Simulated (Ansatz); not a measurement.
The system is Tl3S.

```xyz
4
Lattice="-2.3510 2.3510 5.1428 2.3510 -2.3510 5.1428 2.3510 2.3510 -5.1428" Properties=species:S:1:pos:R:3 pbc="T T T"
Tl    0.0000    0.0000    5.1428
Tl    2.3510    0.0000    2.5714
Tl    0.0000    2.3510    2.5714
S     0.0000    0.0000    0.0000
```

The cell comes from a database or a generator and needn't be the stable form of this composition.

```yaml
Program: Ansatz 0.2.0
Task: single point
Functional: PBE
Potentials_or_basis: Ansatz PAW
Cutoff: "420 eV (not typed: the program's choice for these potentials)"
k_mesh: 8 × 8 × 8
Occupations: fermi-dirac, width 0.05 eV
Spin: no spin polarisation
```

On this cell: pressure 0.1 GPa; largest force under 0.003 eV/Å; band gap on the k mesh none (metal or under the smearing width).

The same run follows on a disturbed copy (atoms moved at random, drawn with an rms of 0.05 Å):

```
Tl S
1.0
    -2.35097    2.35097    5.14280
     2.35097   -2.35097    5.14280
     2.35097    2.35097   -5.14280
Tl S
3 1
Cartesian
  0.0350 -0.0265 5.1364
  2.4013 0.0063 2.5907
  -0.0090 2.3988 2.5515
  -0.0313 0.0206 -0.0011
```

**Question.** What changes?

**Answer.** The energy (extrapolated to zero smearing) moves by +1.3 meV/atom; pressure 0.1 GPa; largest force 0.159 eV/Å; band gap on the k mesh none (metal or under the smearing width).

Forces on the atoms (eV/Å):
```
Tl  -0.002  0.029  0.020
Tl  -0.101  0.062 -0.008
Tl   0.127 -0.095 -0.009
S   -0.024  0.005 -0.002
```

Stress tensor (GPa, compression positive):
```
 0.22 -0.05  0.14
-0.05  0.01  0.10
 0.14  0.10  0.13
```
